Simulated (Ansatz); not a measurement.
**ClGeH₅OSi: a ladder of functionals and wavefunction methods**

Aim: compute ClGeH₅OSi with functionals from several rungs and with coupled cluster. The yardstick is the atomisation energy at the CCSD(T) limit.

The runs use Ansatz 0.2.0, Gaussian basis; functionals in def2-TZVPP, the program's frozen cores in correlated methods.

The runs, in order: PBE-D4, r2SCAN-D4, PBE0-D4, B3LYP-D4, ωB97X-V, ωB97M-V, B2PLYP; CCSD(T)/def2-TZVPP; MP2/def2-QZVPP; extrapolation to the limit.

## Step 1: Structure used throughout

All runs share one geometry, relaxed beforehand with PBE0-D4 in a triple-zeta def2 set.

SMILES `O[SiH](Cl)[GeH3]`, 9 atoms, charge 0, spin multiplicity 1.

Atoms are counted from 1 here; the program's logs count them from 0.

Bond lengths: O1–Si2 1.638 Å, O1–H5 0.959 Å, Si2–Cl3 2.065 Å, Si2–Ge4 2.381 Å, Si2–H6 1.479 Å, Ge4–H7 1.538 Å, Ge4–H8 1.539 Å, Ge4–H9 1.536 Å. Angles: Si2–O1–H5 118.3°, O1–Si2–Cl3 110.6°, O1–Si2–Ge4 112.8°, O1–Si2–H6 105.2°, Cl3–Si2–Ge4 106.6°, Cl3–Si2–H6 107.5°, Ge4–Si2–H6 114.0°, Si2–Ge4–H7 110.8°, Si2–Ge4–H8 109.3°, Si2–Ge4–H9 110.5°, H7–Ge4–H8 108.5°, H7–Ge4–H9 108.9°, H8–Ge4–H9 108.7°.

## Step 2: PBE-D4 (GGA)

in.yaml reads:

```yaml
crystal:
  periodic: [false, false, false]
  atoms:
    - {symbol: O, position_ang: [-1.807245, 0.236929, 0.986740]}
    - {symbol: Si, position_ang: [-0.624944, 0.795136, -0.000651]}
    - {symbol: Cl, position_ang: [0.412885, 2.332646, 0.906771]}
    - {symbol: Ge, position_ang: [0.978194, -0.874990, -0.556796]}
    - {symbol: H, position_ang: [-1.553347, -0.150876, 1.826068]}
    - {symbol: H, position_ang: [-1.330859, 1.363562, -1.168910]}
    - {symbol: H, position_ang: [0.320588, -2.027030, -1.334927]}
    - {symbol: H, position_ang: [1.588043, -1.445846, 0.735510]}
    - {symbol: H, position_ang: [2.105185, -0.275829, -1.410906]}
basis:
  gaussian: {orbitals: def2-TZVPP}
hamiltonian: {xc: pbe, dispersion: d4}
output: {forces: true, orbitals: {seedname: orbitals}}
```

The run is started by

```bash
$ ansatz run in.yaml --threads 4 --pin off --events-out ev --progress --plain --max-ram 10444MiB
```

After this run come: r2SCAN-D4 (meta-GGA); PBE0-D4 (hybrid); B3LYP-D4 (hybrid); ωB97X-V (range-separated); ωB97M-V (range-separated); B2PLYP (double hybrid); CCSD(T) in def2-TZVPP; MP2 in def2-QZVPP.

**Question.** What will the summary of the whole plan be? Wanted: atomisation energy, CCSD(T)/CBS; farthest; mean size of error, hybrid; mean size of error, range-separated; gap, smallest and largest; T1 diagnostic; triples share of the correlation energy.

**Answer**, as computed:

| quantity | value |
| --- | --- |
| atomisation energy, CCSD(T)/CBS | 2806.9 kJ/mol |
| functionals within 28.1 kJ/mol (1.0 %) | PBE-D4, r2SCAN-D4, ωB97X-V, ωB97M-V |
| farthest | B2PLYP (-67.3 kJ/mol) |
| mean size of error, hybrid | 50.1 kJ/mol |
| mean size of error, range-separated | 11.5 kJ/mol |
| gap, smallest and largest | 5.64 eV (PBE-D4), 11.93 eV (ωB97X-V) |
| T1 diagnostic | 0.0116 |
| triples share of the correlation energy | 3.6 % |

**Reading.** PBE-D4 is off by -25.5 kJ/mol. Double hybrids carry the basis error of their MP2 part in triple zeta, and no dispersion term here, so their miss is partly the set-up's. Misses under about 28.1 kJ/mol are within the doubt on the reference itself, which lacks core-valence correlation, relativity and higher excitations, and its outer-core shells are covered unevenly. Hartree-Fock recovers 72 % of the binding; the rest is correlation. Orbital gaps span 5.6 to 11.9 eV; exact exchange widens them. Correlated methods include outer-core shells of Ge, which these sets cover unevenly.
